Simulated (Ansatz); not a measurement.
**CH₁₀Si₃: a ladder of functionals and wavefunction methods**

The task here is to estimate one member of a computed series from the others.

Method: functionals in def2-TZVPP, the program's frozen cores in correlated methods; program: Ansatz 0.2.0, Gaussian basis.

Levels to be run: PBE-D4, r2SCAN-D4, PBE0-D4, B3LYP-D4, ωB97X-V, ωB97M-V, B2PLYP; CCSD(T)/def2-TZVPP; MP2/def2-QZVPP; extrapolation to the limit.

### The geometry

An earlier PBE0-D4 in a triple-zeta def2 set relaxation fixed the geometry.

14 atoms, charge 0, spin multiplicity 1.

Atoms are counted from 1 here; the program's logs count them from 0.

Bond lengths: Si1–C2 1.874 Å, Si1–H5 1.487 Å, Si1–H6 1.487 Å, Si1–H7 1.489 Å, C2–Si3 1.874 Å, C2–Si4 1.874 Å, C2–H8 1.097 Å, Si3–H9 1.487 Å, Si3–H10 1.489 Å, Si3–H11 1.487 Å, Si4–H12 1.489 Å, Si4–H13 1.487 Å, Si4–H14 1.487 Å. Angles: C2–Si1–H5 109.4°, C2–Si1–H6 110.5°, C2–Si1–H7 111.1°, H5–Si1–H6 108.7°, H5–Si1–H7 108.4°, H6–Si1–H7 108.7°, Si1–C2–Si3 111.0°, Si1–C2–Si4 111.0°, Si1–C2–H8 107.9°, Si3–C2–Si4 111.0°, Si3–C2–H8 107.9°, Si4–C2–H8 107.9°, C2–Si3–H9 109.4°, C2–Si3–H10 111.1°, C2–Si3–H11 110.5°, H9–Si3–H10 108.4°, H9–Si3–H11 108.8°, H10–Si3–H11 108.7° and more.

Set-up of the first run:

Input file in.yaml:

```yaml
crystal:
  periodic: [false, false, false]
  atoms:
    - {symbol: Si, position_ang: [-0.868246, 1.540613, 0.229376]}
    - {symbol: C, position_ang: [-0.407605, -0.211884, -0.247596]}
    - {symbol: Si, position_ang: [1.055709, -0.227911, -1.417795]}
    - {symbol: Si, position_ang: [-0.065587, -1.254599, 1.271187]}
    - {symbol: H, position_ang: [0.099742, 2.048137, 1.238356]}
    - {symbol: H, position_ang: [-2.233998, 1.578912, 0.815842]}
    - {symbol: H, position_ang: [-0.831027, 2.444479, -0.952982]}
    - {symbol: H, position_ang: [-1.263551, -0.653513, -0.773145]}
    - {symbol: H, position_ang: [2.118816, 0.669155, -0.890880]}
    - {symbol: H, position_ang: [1.620998, -1.598866, -1.549146]}
    - {symbol: H, position_ang: [0.650243, 0.251597, -2.765538]}
    - {symbol: H, position_ang: [-1.073495, -0.996344, 2.335951]}
    - {symbol: H, position_ang: [-0.095208, -2.700861, 0.927511]}
    - {symbol: H, position_ang: [1.280311, -0.918215, 1.807857]}
basis:
  gaussian: {orbitals: def2-TZVPP}
hamiltonian: {xc: pbe, dispersion: d4}
output: {forces: true, orbitals: {seedname: orbitals}}
```

Command:

```
$ ansatz run in.yaml --threads 4 --pin off --events-out ev --progress --plain --max-ram 10444MiB
```

Steps of the session up to this table: PBE-D4 (GGA); r2SCAN-D4 (meta-GGA); PBE0-D4 (hybrid); B3LYP-D4 (hybrid); ωB97X-V (range-separated); ωB97M-V (range-separated); B2PLYP (double hybrid); CCSD(T) in def2-TZVPP; MP2 in def2-QZVPP.

One table of the session follows, with a row left open; its other results are not shown here.

```
            method  atomisation energy (kJ/mol)
            PBE-D4                       4348.9
         r2SCAN-D4                            ?
           PBE0-D4                       4354.0
          B3LYP-D4                       4401.0
           ωB97X-V                       4438.9
           ωB97M-V                       4413.2
            B2PLYP                       4338.5
     HF/def2-TZVPP                       3402.4
    MP2/def2-TZVPP                       4280.1
   CCSD/def2-TZVPP                       4275.8
CCSD(T)/def2-TZVPP                       4311.2
           MP2/CBS                       4381.7
       CCSD(T)/CBS                       4412.8
```

Q: Estimate the row for r2SCAN-D4 from the others.

**Answer.** atomisation energy (kJ/mol): 4396.9. In the column «atomisation energy (kJ/mol)» it lies between MP2/CBS (4381.7) and B3LYP-D4 (4401.0).
